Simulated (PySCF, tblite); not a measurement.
**C2H10FNSi2: geometry, infrared bands and NMR shifts**

Wanted: the infrared bands and NMR shifts of C2H10FNSi2 (`C[Si@@](N)([SiH3])CF`), by calculation.

The runs use tblite 0.8.0 and PySCF 2.14.0, with density-fitted response routines of our own; the level of theory stands in each step. All values are computed, except where a source is named. Atoms count from 0, in the outputs and in this text.

## (1) Starting geometry

16 atoms, charge 0, multiplicity 1; geometry from: force field or distance geometry start.

Bonds of the start (Å): C0–Si1 1.86, Si1–N2 1.77, Si1–Si3 2.25, Si1–C4 1.87, C4–F5 1.37, C0–H6 1.10, C0–H7 1.12, C0–H8 1.10, N2–H9 1.06, N2–H10 1.06, Si3–H11 1.46, Si3–H12 1.48, Si3–H13 1.48, C4–H14 1.11, C4–H15 1.10.

## (2) Relaxing the molecule with GFN2-xTB

The job: settings as JSON, then the geometry in Å.

```
{"job": {"kind": "relax", "xc": "GFN2-xTB", "basis": "xTB"}, "charge": 0, "multiplicity": 1}
C     -0.118000    -0.039700    -1.828800
Si    -0.235500    -0.082700     0.025200
N     -1.629000    -1.008100     0.618200
Si     1.712400    -0.959900     0.724300
C     -0.321500     1.612400     0.802400
F     -1.590500     2.135700     0.723400
H     -0.401000    -1.015000    -2.257900
H      0.961800     0.126500    -2.062600
H     -0.768400     0.744200    -2.246200
H     -2.366800    -0.351400     1.008000
H     -2.101400    -1.575100    -0.142300
H      1.880800    -2.286900     0.127700
H      1.759200    -0.970600     2.200300
H      2.774200    -0.099200     0.166700
H      0.041100     1.506800     1.848600
H      0.395200     2.272200     0.281700
```

Launch:

```
$ OMP_NUM_THREADS=1 python probes_run.py task.json out
```

One launch serves the whole session: the jobs run in the order shown.

**Question.** This job is followed by: GFN2-xTB harmonic vibrations, gas phase; GIAO PBE0/pcSseg-1 NMR shielding, non-relativistic, gas phase. What will the session give for the following? strongest single infrared mode (GFN2-xTB); zero-point energy (GFN2-xTB); ¹³C shifts against TMS (PBE0/pcSseg-1); ¹H shifts against TMS (PBE0/pcSseg-1, means over atoms taken as alike); ²⁹Si shifts against TMS (PBE0/pcSseg-1); ¹⁵N shifts against NH3 (PBE0/pcSseg-1); ¹⁹F shifts against CFCl3 (PBE0/pcSseg-1); surface potential, 1st and 99th percentile.

The runs gave:

```
                                                              quantity                             value
                             strongest single infrared mode (GFN2-xTB)              784 cm⁻¹, 522 km/mol
                                          zero-point energy (GFN2-xTB)                     72.3 kcal/mol
                                ¹³C shifts against TMS (PBE0/pcSseg-1)                     82.7, 3.3 ppm
¹H shifts against TMS (PBE0/pcSseg-1, means over atoms taken as alike)  4.99, 4.73, 3.22, 0.50, 0.34 ppm
                               ²⁹Si shifts against TMS (PBE0/pcSseg-1)                 -11.4, -124.7 ppm
                                ¹⁵N shifts against NH3 (PBE0/pcSseg-1)                          12.6 ppm
                              ¹⁹F shifts against CFCl3 (PBE0/pcSseg-1)                        -309.6 ppm
                                 surface potential, 1st and 99th percentile                -1.11 V and 1.46 V
```

What this shows: The optimisation took 93 steps and gained 0.567 eV; among the close pairs (by a distance rule), Si1–Si3 changed most, from 2.248 to 2.312 Å. The lowest mode is slightly imaginary (12i cm⁻¹), a soft motion within the noise of the Hessian, so the minimum is not strictly shown. The strongest single mode, at 784 cm⁻¹, has its largest shares on H13, H12, H11 and H7 (the list is cut at 4 atoms). Unscaled tight-binding wavenumbers are off by several per cent, some by more. Its intensities can rank the bands wrongly. The most deshielded carbon is C4 (sp3 CH2 bonded to F and Si), at 82.7 ppm: deshielded by the electronegative neighbour. At PBE0/pcSseg-1: The widest tensor belongs to C4: span 108 ppm, with a paramagnetic part of -146 ppm.
